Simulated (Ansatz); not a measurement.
# CH₅B₂F: one species, many methods

An exercise on one series of results from a longer session: the logs are not shown, and one member is left open.

Computed with Ansatz 0.2.0, Gaussian basis. Level: functionals in def2-TZVPP, the program's frozen cores in correlated methods.

The runs, in order: LDA (SPW92), PBE-D4, revPBE-D4, BLYP-D4, r2SCAN-D4, B97M-V, PBE0-D4, B3LYP-D4, r2SCANh-D4, r2SCAN0-D4, HSE06-D4, BHLYP-D4, CAM-B3LYP-D4, LC-ωPBE, ωB97X-V, ωB97M-V, B2PLYP, PBE-QIDH; CCSD(T)/def2-SVP; CCSD(T)/def2-TZVPP; MP2/def2-QZVPP; extrapolation to the limit; RPA on PBE.

### The geometry

An earlier PBE0-D4 in a triple-zeta def2 set relaxation fixed the geometry.

SMILES `CBBF`, 9 atoms, charge 0, spin multiplicity 1.

Atoms are counted from 1 here; the program's logs count them from 0.

Bond lengths: C1–B2 1.557 Å, C1–H5 1.104 Å, C1–H6 1.091 Å, C1–H7 1.092 Å, B2–B3 1.683 Å, B2–H8 1.205 Å, B3–F4 1.331 Å, B3–H9 1.210 Å. Angles: B2–C1–H5 103.1°, B2–C1–H6 116.5°, B2–C1–H7 114.2°, H5–C1–H6 106.5°, H5–C1–H7 105.2°, H6–C1–H7 110.1°, C1–B2–B3 124.7°, C1–B2–H8 117.2°, B3–B2–H8 118.1°, B2–B3–F4 122.4°, B2–B3–H9 122.4°, F4–B3–H9 115.2°.

Set-up of the first run:

in.yaml

```yaml
crystal:
  periodic: [false, false, false]
  atoms:
    - {symbol: C, position_ang: [-0.157945, 1.261612, -0.141352]}
    - {symbol: B, position_ang: [0.497758, -0.143287, -0.286028]}
    - {symbol: B, position_ang: [-0.050623, -1.540643, 0.474555]}
    - {symbol: F, position_ang: [-0.983734, -2.325015, -0.059725]}
    - {symbol: H, position_ang: [-0.772921, 1.346511, -1.054653]}
    - {symbol: H, position_ang: [-0.836096, 1.398264, 0.702336]}
    - {symbol: H, position_ang: [0.548024, 2.093740, -0.193047]}
    - {symbol: H, position_ang: [1.463239, -0.229324, -1.002057]}
    - {symbol: H, position_ang: [0.380897, -1.908260, 1.543069]}
basis:
  gaussian: {orbitals: def2-TZVPP}
hamiltonian: {xc: lda}
output: {orbitals: {seedname: orbitals}}
```

Launch:

```
$ ansatz run in.yaml --threads 2 --pin off --events-out ev --progress --plain --max-ram 4352MiB
```

Steps of the session up to this table: LDA; PBE-D4 (GGA); revPBE-D4 (GGA); BLYP-D4 (GGA); r2SCAN-D4 (meta-GGA); B97M-V (meta-GGA); PBE0-D4 (hybrid); B3LYP-D4 (hybrid); r2SCANh-D4 (hybrid); r2SCAN0-D4 (hybrid); HSE06-D4 (hybrid); BHLYP-D4 (hybrid); CAM-B3LYP-D4 (range-separated); LC-ωPBE (range-separated); ωB97X-V (range-separated); ωB97M-V (range-separated); B2PLYP (double hybrid); PBE-QIDH (double hybrid).

One of the session's tables, all rows but one given; the rest of the session is left out.

It belongs to the step «Orbital energies across the functionals». 

| functional | HOMO (eV) | LUMO (eV) | gap (eV) |
| --- | --- | --- | --- |
| LDA (SPW92) | -6.45 | -2.79 | 3.66 |
| PBE-D4 | -6.39 | -2.51 | 3.88 |
| revPBE-D4 | -6.35 | -2.39 | 3.96 |
| BLYP-D4 | -6.34 | -2.35 | 3.99 |
| r2SCAN-D4 | -6.67 | -2.12 | 4.54 |
| B97M-V | -6.75 | -2.21 | 4.55 |
| PBE0-D4 | -7.81 | -1.50 | 6.31 |
| B3LYP-D4 | -7.64 | -1.72 | 5.92 |
| r2SCANh-D4 | -7.19 | -1.78 | 5.41 |
| r2SCAN0-D4 | -7.99 | -1.28 | 6.71 |
| HSE06-D4 | -7.40 | -1.89 | 5.51 |
| BHLYP-D4 | -9.21 | -0.45 | 8.76 |
| CAM-B3LYP-D4 | -9.28 | -0.39 | 8.89 |
| LC-ωPBE | -10.61 | 0.84 | 11.45 |
| ωB97X-V | ? | ? | ? |
| ωB97M-V | -10.09 | 0.45 | 10.54 |

**Question.** Estimate the row for ωB97X-V.

As computed: HOMO (eV): -10.26; LUMO (eV): 0.73; gap (eV): 10.99. In the column «HOMO (eV)» it lies between LC-ωPBE (-10.61) and ωB97M-V (-10.09).
